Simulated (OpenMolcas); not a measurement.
# One shape, several levels: quartet C2HF2Ge

We compute a comparison of 4 runs (U-revPBE/6-31G*, UM06-L/6-31G*, UPBE0/6-31G*, UB3LYP/6-31G*) of quartet C2HF2Ge. 

Program for the calculation: OpenMolcas 26.06.

1 further run of the same task is left out (set aside as unsound or not needed).

## Step 1: The molecule

C2HF2Ge has 6 atoms, charge 0, and is taken as a quartet. SMILES of the parent species: `C#[C][Ge]([F])[F]`. The coordinates come from a PBE0-D4/def2-TZVP relaxation. That shape belongs to the parent species and isn't relaxed for this state.

Bond lengths: C1–C2 1.206 Å, C2–Ge3 1.892 Å, Ge3–F4 1.728 Å, Ge3–F5 1.728 Å, C1–H6 1.067 Å. Angles: C1–C2–Ge3 171.1°, C2–Ge3–F4 108.5°, C2–Ge3–F5 108.5°, F4–Ge3–F5 104.7°, C2–C1–H6 178.2°.

## Step 2: A single-point energy at U-revPBE/6-31G(d) (spherical functions) (run 1)

Contents of geom.xyz:

```xyz
6

C     -0.190100     0.518400     1.692900
C     -0.131400     0.204200     0.530300
Ge    -0.289600    -0.139700    -1.323100
F     -0.276600    -1.850600    -1.565100
F      1.142900     0.424100    -2.108200
H     -0.213200     0.779700     2.727000
```

Contents of job.inp:

```
* C2HF2Ge Kohn-Sham DFT
>>> EXPORT MOLCAS_PRINT=2

&gateway
  baslib = $CurrDir
  coord = geom.xyz
  basis = 6-31Gs
  group = NoSym

&seward
  gridinput
  Grid=UltraFine
  End of Grid

&scf
  uhf
  spin = 4
  ksdft = revPBE
  thresholds = 1e-10 1e-07 1e-07 1e-05
  prorbitals = 0
```

The basis set 6-31G* is read from a file made from the Basis Set Exchange's data (not shown).

Launch:

```
$ export MOLCAS_MEM=1860
$ pymolcas job.inp > job.log
```

The program printed:

```text
--- Start Module: gateway ---
[...]
--- Stop Module: gateway /rc=_RC_ALL_IS_WELL_ ---
--- Start Module: seward ---
[...]
      Basis functions           90
--- Stop Module: seward /rc=_RC_ALL_IS_WELL_ ---
[...]
--- Start Module: scf ---
[...]
       Convergence after  32 Iterations
[...]
::    Total KS-DFT energy                           -2352.7309950024
[...]
      Total spin, S                                     1.5015147994
[...]
      Total electronic charge=   63.000000
      Total            charge=   -0.000000
[...]
      Dipole Moment (debye):
      Origin of the operator (angstrom)=   -0.0659   -0.2043   -1.0091
                   X= -1.2051E+00               Y=  1.4350E+00               Z=  2.8627E+00           Total=  3.4215E+00
      Quadrupole Moment (debye*angstrom):
[...]
--- Stop Module: scf /rc=_RC_ALL_IS_WELL_ ---
[...]
```

It took 37 s on 1 thread of Intel Xeon 6975P-C (Granite Rapids), shared host; peak memory 0.5 GiB.

## Step 3: The energy at UM06-L/6-31G(d) (spherical functions) (run 2)

Contents of coord.xyz:

```xyz
6

C     -0.190100     0.518400     1.692900
C     -0.131400     0.204200     0.530300
Ge    -0.289600    -0.139700    -1.323100
F     -0.276600    -1.850600    -1.565100
F      1.142900     0.424100    -2.108200
H     -0.213200     0.779700     2.727000
```

Contents of job.input:

```
* C2HF2Ge Kohn-Sham DFT
>>> EXPORT MOLCAS_PRINT=2

&GATEWAY
 BASLIB=$CurrDir
 COORD=coord.xyz
 BASIS=6-31Gs
 GROUP=NoSym

&SEWARD
 GRIDINPUT
 Grid=UltraFine
 End of Grid

&SCF
 UHF
 SPIN=4
 KSDFT=M06L
 THRESHOLDS=1e-10 1e-07 1e-07 1e-05
 PRORBITALS=1
```

The basis set 6-31G* is read from a file made from the Basis Set Exchange's data (not shown).

Launch:

```
$ export MOLCAS_MEM=1860
$ pymolcas job.input > job.log
```

The program printed:

```text
--- Start Module: gateway ---
[...]
--- Stop Module: gateway /rc=_RC_ALL_IS_WELL_ ---
--- Start Module: seward ---
[...]
      Basis functions           90
--- Stop Module: seward /rc=_RC_ALL_IS_WELL_ ---
[...]
--- Start Module: scf ---
[...]
       Convergence after  37 Iterations
[...]
::    Total KS-DFT energy                           -2352.8907302348
[...]
      Total spin, S                                     1.5026992648
[...]
      Total electronic charge=   63.000000
      Total            charge=   -0.000000
[...]
      Dipole Moment (debye):
      Origin of the operator (angstrom)=   -0.0659   -0.2043   -1.0091
                   X= -1.4557E+00               Y=  1.5700E+00               Z=  2.7734E+00           Total=  3.5036E+00
      Quadrupole Moment (debye*angstrom):
[...]
--- Stop Module: scf /rc=_RC_ALL_IS_WELL_ ---
[...]
```

Run time: 60 s. Hardware: 1 thread of Intel Xeon 6975P-C (Granite Rapids), shared host; peak memory 0.49 GiB.

## Step 4: A single-point energy at UPBE0/6-31G(d) (spherical functions) (run 3)

Contents of test.inp:

```
&GATEWAY
BasLib=$CurrDir
Coord
6
angstrom
C       -0.190100       0.518400       1.692900
C       -0.131400       0.204200       0.530300
Ge      -0.289600      -0.139700      -1.323100
F       -0.276600      -1.850600      -1.565100
F        1.142900       0.424100      -2.108200
H       -0.213200       0.779700       2.727000
Basis=6-31Gs
Group=NoSym
&SEWARD
GridInput
Grid=UltraFine
End of Grid
&SCF
UHF
Spin=4
KSDFT=PBE0
Thresholds=1e-10 1e-07 1e-07 1e-05
PrOrbitals=1 1
```

The basis set 6-31G* is read from a file made from the Basis Set Exchange's data (not shown).

Launch:

```
$ export MOLCAS_MEM=1860
$ pymolcas test.inp > test.log
```

The program printed:

```text
--- Start Module: gateway ---
[...]
--- Stop Module: gateway /rc=_RC_ALL_IS_WELL_ ---
--- Start Module: seward ---
[...]
      Basis functions           90
--- Stop Module: seward /rc=_RC_ALL_IS_WELL_ ---
[...]
--- Start Module: scf ---
[...]
       Convergence after  35 Iterations
[...]
::    Total KS-DFT energy                           -2352.4343342925
[...]
      Total spin, S                                     1.5020579399
[...]
      Total electronic charge=   63.000000
      Total            charge=   -0.000000
[...]
      Dipole Moment (debye):
      Origin of the operator (angstrom)=   -0.0659   -0.2043   -1.0091
                   X= -1.4839E+00               Y=  1.6236E+00               Z=  2.9243E+00           Total=  3.6592E+00
      Quadrupole Moment (debye*angstrom):
[...]
--- Stop Module: scf /rc=_RC_ALL_IS_WELL_ ---
[...]
```

Wall time 41 s (1 thread of Intel Xeon 6975P-C (Granite Rapids), shared host); peak memory 0.5 GiB.

## Step 5: The energy at UB3LYP/6-31G(d) (Cartesian functions) (run 4)

Contents of calc.inp:

```
&GATEWAY
  BasLib
  $CurrDir
  Coord
  6
  angstrom
  C       -0.190100       0.518400       1.692900
  C       -0.131400       0.204200       0.530300
  Ge      -0.289600      -0.139700      -1.323100
  F       -0.276600      -1.850600      -1.565100
  F        1.142900       0.424100      -2.108200
  H       -0.213200       0.779700       2.727000
  Basis
  6-31Gs
  Group
  NoSym

&SEWARD
  GridInput
  Grid=UltraFine
  End of Grid

&SCF
  UHF
  Spin
  4
  KSDFT
  B3LYP
  Thresholds
  1e-10 1e-07 1e-07 1e-05
  PrOrbitals
  1 2
```

The basis set 6-31G* is read from a file made from the Basis Set Exchange's data (not shown).

Launch:

```
$ export MOLCAS_MEM=1860
$ pymolcas calc.inp > calc.log
```

The program printed:

```text
--- Start Module: gateway ---
[...]
--- Stop Module: gateway /rc=_RC_ALL_IS_WELL_ ---
--- Start Module: seward ---
[...]
      Basis functions           97
--- Stop Module: seward /rc=_RC_ALL_IS_WELL_ ---
[...]
--- Start Module: scf ---
[...]
       Convergence after  31 Iterations
[...]
::    Total KS-DFT energy                           -2353.0282047372
[...]
      Total spin, S                                     1.5016872430
[...]
      Total electronic charge=   63.000000
      Total            charge=   -0.000000
[...]
      Dipole Moment (debye):
      Origin of the operator (angstrom)=   -0.0659   -0.2043   -1.0091
                   X= -1.4222E+00               Y=  1.5914E+00               Z=  2.9505E+00           Total=  3.6415E+00
      Quadrupole Moment (debye*angstrom):
[...]
--- Stop Module: scf /rc=_RC_ALL_IS_WELL_ ---
[...]
```

It took 43 s on 1 thread of Intel Xeon 6975P-C (Granite Rapids), shared host; peak memory 0.54 GiB.

## Step 6: All runs side by side

| run | level | Cartesian functions | energy (Eh) | dipole moment (D) | HOMO energy (eV) | ⟨S²⟩ | wall time |
| --- | --- | --- | --- | --- | --- | --- | --- |
| 1 | U-revPBE/6-31G* (spherical functions) | no | -2352.730995 | 3.42 | -2.70 | 3.756 | 37 s |
| 2 | UM06-L/6-31G* (spherical functions) | no | -2352.890730 | 3.50 | -2.76 | 3.761 | 60 s |
| 3 | UPBE0/6-31G* (spherical functions) | no | -2352.434334 | 3.66 | -3.92 | 3.758 | 41 s |
| 4 | UB3LYP/6-31G* (Cartesian functions) | yes | -2353.028205 | 3.64 | -3.56 | 3.757 | 43 s |

## Step 7: Summary of results

```
                                 quantity           value
                      run 4: total energy  -2353.02820 Eh
                     run 4: dipole moment          3.64 D
run 4: HOMO energy (highest over α and β)        -3.56 eV
                              run 4: ⟨S²⟩           3.757
```

**Reading.** The dipole moment (its size) runs from 3.42 D (U-revPBE/6-31G*) to 3.66 D (UPBE0/6-31G*). Totals of different functionals can't be ranked against each other. All runs together took 3 min, the longest 60 s.
